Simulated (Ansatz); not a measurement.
# CH4AlF2N: vertical ionisation energy

One table from this session's results is given with a row withheld; the runs are named, their logs left out.

Program: Ansatz 0.2.0, Gaussian basis. Level of theory: unrestricted cation, the program's frozen cores in correlated methods. These are calculated values, not measurements.

The runs, in order: UKS PBE-D4/def2-TZVPP; UKS r2SCAN-D4/def2-TZVPP; UKS PBE0-D4/def2-TZVPP; UKS B3LYP-D4/def2-TZVPP; UKS wB97X-V/def2-TZVPP; UKS wB97M-V/def2-TZVPP; UKS B2PLYP/def2-TZVPP; UHF-CCSD(T)/def2-TZVPP; UHF-MP2/def2-QZVPP; extrapolation to the limit; then −ε(HOMO) from the neutral's earlier runs with LDA (SPW92), PBE-D4, revPBE-D4, BLYP-D4, r2SCAN-D4, B97M-V, PBE0-D4, B3LYP-D4, r2SCANh-D4, r2SCAN0-D4, HSE06-D4, BHLYP-D4, CAM-B3LYP-D4, LC-ωPBE, ωB97X-V, ωB97M-V.

## The geometry

The geometry comes from an earlier relaxation with PBE0-D4 in a triple-zeta def2 set; it is a stationary point, not always the lowest conformer.

9 atoms, charge 0, spin multiplicity 1.

Atoms are counted from 1 here; the program's logs count them from 0.

Bond lengths: C1–N2 1.450 Å, C1–H6 1.096 Å, C1–H7 1.096 Å, C1–H8 1.092 Å, N2–Al3 1.747 Å, N2–H9 1.008 Å, Al3–F4 1.641 Å, Al3–F5 1.641 Å. Angles: N2–C1–H6 112.1°, N2–C1–H7 112.1°, N2–C1–H8 110.0°, H6–C1–H7 107.9°, H6–C1–H8 107.3°, H7–C1–H8 107.3°, C1–N2–Al3 127.9°, C1–N2–H9 112.6°, Al3–N2–H9 119.5°, N2–Al3–F4 120.8°, N2–Al3–F5 120.4°, F4–Al3–F5 118.9°.

The first run:

Contents of in.yaml:

```yaml
crystal:
  periodic: [false, false, false]
  atoms:
    - {symbol: C, position_ang: [0.129500, -1.142898, 0.595498]}
    - {symbol: N, position_ang: [-0.389326, 0.190167, 0.356473]}
    - {symbol: Al, position_ang: [0.056558, 1.303741, -0.913634]}
    - {symbol: F, position_ang: [-0.648799, 2.781432, -1.020129]}
    - {symbol: F, position_ang: [1.191931, 0.885801, -2.022778]}
    - {symbol: H, position_ang: [-0.654226, -1.906270, 0.537349]}
    - {symbol: H, position_ang: [0.610671, -1.227740, 1.576121]}
    - {symbol: H, position_ang: [0.880541, -1.391054, -0.156930]}
    - {symbol: H, position_ang: [-1.088350, 0.460521, 1.030930]}
basis:
  gaussian: {orbitals: def2-TZVPP}
total_charge: 1
magnetization: {spin_polarized: true, initial_magnetization: 1}
hamiltonian: {xc: pbe, dispersion: d4}
```

Command:

```sh
$ ansatz run in.yaml --threads 2 --pin off --events-out ev --progress --plain --max-ram 32768MiB --backend cpu
```

Steps of the session up to this table: Cation, UKS PBE-D4/def2-TZVPP; Cation, UKS r2SCAN-D4/def2-TZVPP; Cation, UKS PBE0-D4/def2-TZVPP; Cation, UKS B3LYP-D4/def2-TZVPP; Cation, UKS wB97X-V/def2-TZVPP; Cation, UKS wB97M-V/def2-TZVPP; Cation, UKS B2PLYP (frozen core)/def2-TZVPP; Cation, UHF-CCSD(T)/def2-TZVPP; Cation, UHF-MP2/def2-QZVPP.

One table of the session follows, with a row left open; its other results are not shown here.

It belongs to the step «Ionisation energies side by side». For comparison, −ε(HOMO) of the neutral from earlier runs:

```
  functional  −ε(HOMO) (eV)
 LDA (SPW92)           6.06
      PBE-D4           5.90
   revPBE-D4           5.83
     BLYP-D4           5.79
   r2SCAN-D4           6.15
      B97M-V           6.23
     PBE0-D4           7.27
    B3LYP-D4           7.04
  r2SCANh-D4           6.67
  r2SCAN0-D4           7.45
    HSE06-D4           6.86
    BHLYP-D4           8.57
CAM-B3LYP-D4              ?
     LC-ωPBE          10.08
     ωB97X-V           9.71
     ωB97M-V           9.61
```

Estimate the missing values for CAM-B3LYP-D4.

**Answer.** −ε(HOMO) (eV): 8.70. In the column «−ε(HOMO) (eV)» it lies between BHLYP-D4 (8.57) and ωB97M-V (9.61).
